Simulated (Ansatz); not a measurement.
# PC4: the cost of one run

Computed with Ansatz 0.2.0 (DFT PBE, scalar-relativistic, plane waves, PAW, unless a step's input says otherwise).

## Step 1: Starting point

Symmetry: Pm-3m, No. 221, cubic system. Conventional cell: a = 4.168 Å, b = 4.168 Å, c = 4.168 Å, α = 90.00°, β = 90.00°, γ = 90.00°. P (site symmetry m-3m) is surrounded by 6 C at 2.08 Å. C (site symmetry m-3m) is surrounded by 12 C at 2.95 Å. C (site symmetry 4/mmm) has 2 P at 2.08 Å in its first shell of neighbours.

Structure file:

```
CELL_PARAMETERS angstrom
4.16826 0.00000 0.00000
0.00000 4.16826 0.00000
0.00000 0.00000 4.16826
ATOMIC_POSITIONS crystal
P 0.50000 0.50000 0.50000
C 0.00000 0.00000 0.00000
C 0.50000 0.50000 0.00000
C 0.50000 0.00000 0.50000
C 0.00000 0.50000 0.50000
```

A structure generator made this guess: species swapped into a database cell of Ni4N (Pm-3m, No. 221), with C on the Ni sites and P on the N sites. Lengths come from tabulated atomic sizes and are only a guess.

## Step 2: The guess as it stands, on a coarse mesh

input.yaml

```yaml
crystal:
  lattice:
    - [4.16825944, 0.0, 0.0]
    - [0.0, 4.16825944, 0.0]
    - [0.0, 0.0, 4.16825944]
  atoms:
    - { symbol: P, position: [0.5, 0.5, 0.5] }
    - { symbol: C, position: [0.0, 0.0, 0.0] }
    - { symbol: C, position: [0.5, 0.5, 0.0] }
    - { symbol: C, position: [0.5, 0.0, 0.5] }
    - { symbol: C, position: [0.0, 0.5, 0.5] }
basis:
  ecutwfc: 420
kpoints:
  mp_grid: { grid: [4, 4, 4] }
hamiltonian:
  xc: pbe
scf:
  occupations: { method: gaussian, width: 0.1 }
  lower_state_search: "off"
output:
  forces: true
  stress: true
  eigenvalues: true
```

Command:

```
$ ansatz run input.yaml --threads 1 --pin off --max-ram 2560MiB --backend cpu --events-out ev --progress --plain --runs-dir out
```

Q: Estimate wall time and peak memory on 1 thread of Intel Xeon at 2.50GHz (Skylake/Cascade Lake), shared host.

About 1.5 s, with a peak of 0.31 GiB.
